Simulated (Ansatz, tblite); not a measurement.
**C₁₂H₁₀O₄S₂: a ladder of methods and basis sets**

An exercise on one series of results from a longer session: the logs are not shown, and one member is left open.

The runs use Ansatz 0.2.0, Gaussian basis; as each input shows.

Plan: GFN1-xTB, GFN2-xTB, PBE-D4/def2-TZVP, r2SCAN-D4/def2-TZVP, PBE-D4/def2-SVP, PBE0-D4/def2-SVP.

1 further run of the same task is left out (set aside as unsound or not needed).

## The relaxed structure

The geometry is that of the singlet, from an earlier relaxation (PBE-D4/def2-SVP).

SMILES `c1sc(-c2scc3c2OCCO3)c2c1OCCO2`, 28 atoms, charge 0, spin multiplicity 1.

Bond lengths: C1–S2 1.733 Å, C1–C14 1.382 Å, C1–H19 1.095 Å, S2–C3 1.756 Å, C3–C4 1.444 Å, C3–C13 1.392 Å, C4–S5 1.756 Å, C4–C8 1.392 Å, S5–C6 1.733 Å, C6–C7 1.382 Å, C6–H20 1.095 Å, C7–C8 1.438 Å, C7–O12 1.367 Å, C8–O9 1.364 Å, O9–C10 1.428 Å, C10–C11 1.523 Å, C10–H21 1.115 Å, C10–H22 1.108 Å and more. Angles: S2–C1–C14 111.1°, S2–C1–H19 121.5°, C14–C1–H19 127.5°, C1–S2–C3 92.9°, S2–C3–C4 121.4°, S2–C3–C13 109.8°, C4–C3–C13 128.8°, C3–C4–S5 121.4°, C3–C4–C8 128.8°, S5–C4–C8 109.8°, C4–S5–C6 92.9°, S5–C6–C7 111.1°, S5–C6–H20 121.5°, C7–C6–H20 127.5°, C6–C7–C8 113.0°, C6–C7–O12 124.6°, C8–C7–O12 122.4°, C4–C8–C7 113.3° and more.

Geometry (Å):

```mol
C12H10O4S2
  3D, bonds by distance, orders not assigned

 28 31  0  0  0  0  0  0  0  0999 V2000
   -2.9632    2.2661    0.8849 C   0  0
   -1.4258    3.0251    0.6304 S   0  0
   -0.6953    1.5446    0.0322 C   0  0
    0.6876    1.5013   -0.3804 C   0  0
    1.4112    2.8129   -1.2966 S   0  0
    2.9529    2.0241   -1.3736 C   0  0
    2.9140    0.7953   -0.7430 C   0  0
    1.6292    0.4984   -0.1699 C   0  0
    1.3916   -0.6393    0.5446 O   0  0
    2.3716   -1.6449    0.2842 C   0  0
    3.7784   -1.0650    0.3523 C   0  0
    3.9745   -0.0611   -0.6466 O   0  0
   -1.6317    0.5152    0.0539 C   0  0
   -2.9179    0.9271    0.5469 C   0  0
   -3.9741    0.0658    0.6472 O   0  0
   -3.7730   -1.1357   -0.1012 C   0  0
   -2.3635   -1.6788    0.0948 C   0  0
   -1.3883   -0.7530   -0.3863 O   0  0
   -3.8240    2.8294    1.2597 H   0  0
    3.8108    2.4934   -1.8662 H   0  0
    2.1945   -2.0953   -0.7203 H   0  0
    2.2345   -2.4293    1.0543 H   0  0
    4.5368   -1.8504    0.1646 H   0  0
    3.9564   -0.6336    1.3652 H   0  0
   -3.9522   -0.9434   -1.1850 H   0  0
   -4.5280   -1.8624    0.2581 H   0  0
   -2.2222   -2.6159   -0.4788 H   0  0
   -2.1847   -1.8903    1.1748 H   0  0
  1  2  8  0
  1 14  8  0
  1 19  8  0
  2  3  8  0
  3  4  8  0
  3 13  8  0
  4  5  8  0
  4  8  8  0
  5  6  8  0
  6  7  8  0
  6 20  8  0
  7  8  8  0
  7 12  8  0
  8  9  8  0
  9 10  8  0
 10 11  8  0
 10 21  8  0
 10 22  8  0
 11 12  8  0
 11 23  8  0
 11 24  8  0
 13 14  8  0
 13 18  8  0
 14 15  8  0
 15 16  8  0
 16 17  8  0
 16 25  8  0
 16 26  8  0
 17 18  8  0
 17 27  8  0
 17 28  8  0
M  END
```

PBE0-D4/def2-TZVP was run before; its log isn't repeated, and its numbers join the tables.

The first run:

Tight binding, by tblite at 300 K electronic temperature and without a spin-polarisation term:

```python
tblite.interface.Calculator('GFN1-xTB', numbers, positions, charge=0, uhf=0).singlepoint()
```

Tight binding, by tblite at 300 K electronic temperature and without a spin-polarisation term:

```python
tblite.interface.Calculator('GFN2-xTB', numbers, positions, charge=0, uhf=0).singlepoint()
```

start.molden holds the orbitals of an earlier run on this state, given as this run's starting guess.

Input file in.yaml:

```yaml
crystal:
  periodic: [false, false, false]
  atoms:
    - {symbol: C, position_ang: [-2.963240, 2.266086, 0.884888]}
    - {symbol: S, position_ang: [-1.425822, 3.025068, 0.630387]}
    - {symbol: C, position_ang: [-0.695297, 1.544553, 0.032151]}
    - {symbol: C, position_ang: [0.687599, 1.501303, -0.380421]}
    - {symbol: S, position_ang: [1.411243, 2.812864, -1.296634]}
    - {symbol: C, position_ang: [2.952890, 2.024062, -1.373626]}
    - {symbol: C, position_ang: [2.913955, 0.795272, -0.742993]}
    - {symbol: C, position_ang: [1.629218, 0.498386, -0.169864]}
    - {symbol: O, position_ang: [1.391612, -0.639288, 0.544591]}
    - {symbol: C, position_ang: [2.371638, -1.644887, 0.284151]}
    - {symbol: C, position_ang: [3.778398, -1.065008, 0.352328]}
    - {symbol: O, position_ang: [3.974499, -0.061141, -0.646617]}
    - {symbol: C, position_ang: [-1.631653, 0.515185, 0.053859]}
    - {symbol: C, position_ang: [-2.917895, 0.927111, 0.546916]}
    - {symbol: O, position_ang: [-3.974148, 0.065780, 0.647160]}
    - {symbol: C, position_ang: [-3.773001, -1.135736, -0.101215]}
    - {symbol: C, position_ang: [-2.363545, -1.678793, 0.094770]}
    - {symbol: O, position_ang: [-1.388316, -0.753003, -0.386321]}
    - {symbol: H, position_ang: [-3.824048, 2.829419, 1.259745]}
    - {symbol: H, position_ang: [3.810796, 2.493351, -1.866203]}
    - {symbol: H, position_ang: [2.194473, -2.095344, -0.720269]}
    - {symbol: H, position_ang: [2.234478, -2.429254, 1.054302]}
    - {symbol: H, position_ang: [4.536843, -1.850382, 0.164595]}
    - {symbol: H, position_ang: [3.956396, -0.633621, 1.365152]}
    - {symbol: H, position_ang: [-3.952200, -0.943359, -1.184983]}
    - {symbol: H, position_ang: [-4.528029, -1.862428, 0.258138]}
    - {symbol: H, position_ang: [-2.222170, -2.615915, -0.478798]}
    - {symbol: H, position_ang: [-2.184665, -1.890291, 1.174799]}
basis:
  gaussian: {orbitals: def2-TZVP, fitting: {mean_field: def2-universal-jkfit}, initial_orbitals: start.molden}
hamiltonian: {xc: pbe, dispersion: d4}
scf: {omitted_lower_state_checks: [starts]}
output: {orbitals: {seedname: orbitals}}
```

Run with:

```bash
ansatz run in.yaml --threads 2 --pin off --events-out ev --progress --plain --max-ram 32768MiB --backend cuda --devices 0, --max-vram 18GiB
```

Among the steps run: PBE-D4/def2-TZVP; r2SCAN-D4/def2-TZVP; PBE-D4/def2-SVP; PBE0-D4/def2-SVP.

One of the session's tables, all rows but one given; the rest of the session is left out.

It belongs to the step «Binding energy». 

| level | binding an atom (eV) |
| --- | --- |
| PBE-D4/def2-SVP | 5.123 |
| PBE-D4/def2-TZVP | 5.043 |
| r2SCAN-D4/def2-TZVP | 4.854 |
| PBE0-D4/def2-SVP | 4.966 |
| PBE0-D4/def2-TZVP | ? |

Q: Estimate the row for PBE0-D4/def2-TZVP from the others.

**Answer.** binding an atom (eV): 4.894. In the column «binding an atom (eV)» it lies between r2SCAN-D4/def2-TZVP (4.854) and PBE0-D4/def2-SVP (4.966).

Limits of these values: Free atoms were run apart at each level; binding is atoms less cluster, divided by the number of atoms, without zero-point or spin-orbit terms.
